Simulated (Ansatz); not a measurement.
# Li+ with Br2: structure and interaction energy

The task here is to estimate one member of a computed series from the others.

Program: Ansatz 0.2.0, Gaussian basis. Level of theory: PBE0-D4 structure, single points in def2-TZVPPD. These are calculated values, not measurements.

Levels: PBE-D4, revPBE-D4, BLYP-D4, r2SCAN-D4, B97M-V, PBE0-D4, B3LYP-D4, HSE06-D4, wB97X-V, wB97M-V, B2PLYP, Hartree-Fock, MP2, CCSD, CCSD(T). The reference is CCSD(T) extrapolated to the basis limit. For elements past Ar these valence bases correlate outer-core shells poorly and lack relativity, so that limit is rough.

Cores are frozen in the correlated methods. Filled d shells of the heavier atoms are correlated. The outer core shell of Li, Na, Mg and K is correlated. B3LYP uses VWN-RPA correlation. B2PLYP carries no dispersion term here.

163 further runs of the same task are left out: 163 set aside as unsound or not needed.

### Starting geometry

The pair, from a GFN2-xTB docking trial: 3 atoms, charge 1, spin multiplicity 1.

Atoms are counted from 1 here; the program's logs count them from 0.

Bond lengths: Li1–Br3 2.530 Å, Br2–Br3 2.309 Å. Angles: Li1–Br3–Br2 91.6°.

Geometry (Å):

```
Li    0.0689    0.0859   -1.8702
Br   -0.7023   -0.8746    1.3764
Br    0.6334    0.7887    0.4938
```

Atoms 1 to 1 are fragment A (Li+), the rest fragment B (Br2).

The first run:

Input file pre/in.yaml:

```yaml
crystal:
  periodic: [false, false, false]
  atoms:
    - {symbol: Li, position_ang: [0.068900, 0.085900, -1.870200]}
    - {symbol: Br, position_ang: [-0.702300, -0.874600, 1.376400]}
    - {symbol: Br, position_ang: [0.633400, 0.788700, 0.493800]}
basis:
  gaussian: {orbitals: def2-SVP}
total_charge: 1
hamiltonian: {xc: pbe, dispersion: d4}
relax: {f_tol: 0.03, max_steps: 250}
```

The run is started by

```sh
$ ansatz run in.yaml --threads 2 --pin off --events-out ev --progress --plain --max-ram 5222MiB
```

Among the steps run: A first relaxation in a small basis; Relaxation at PBE0-D4; wB97X-V/def2-TZVPPD; wB97M-V/def2-TZVPPD; B2PLYP/def2-TZVPPD; B97M-V/def2-TZVPPD; CCSD(T)/def2-TZVPPD; Hartree-Fock/STO-3G; SPW92/def2-SVP; wB97M-V/def2-SVP; CCSD(T)/def2-SVP; Vibrations of the pair.

One of the session's tables, all rows but one given; the rest of the session is left out.

```
      method  interaction (meV)
      PBE-D4               -831
   revPBE-D4                  ?
     BLYP-D4               -815
   r2SCAN-D4               -721
      B97M-V               -732
     PBE0-D4               -803
    B3LYP-D4               -802
    HSE06-D4               -803
     wB97X-V               -750
     wB97M-V               -764
      B2PLYP               -752
Hartree-Fock               -636
         MP2               -687
        CCSD               -675
     CCSD(T)               -681
 CCSD(T)/CBS               -766
```

Q: Estimate the row for revPBE-D4 from the others.

**Answer.** interaction (meV): -810. In the column «interaction (meV)» it lies between BLYP-D4 (-815) and PBE0-D4 (-803).

Among the levels timed on like hardware, those that no quicker one beats, quickest first: revPBE-D4 (3.6 s, -44 meV); PBE0-D4 (5.3 s, -36 meV); HSE06-D4 (5.8 s, -36 meV); B3LYP-D4 (5.9 s, -35 meV); B2PLYP (8.3 s, +15 meV); wB97M-V (18 s, +3 meV).

wB97M-V reaches 3 meV from the reference in 18 s; the quickest level in the cost chart, revPBE-D4, takes 3.6 s and misses by 44 meV.

To keep in mind: A lower arrangement may exist.
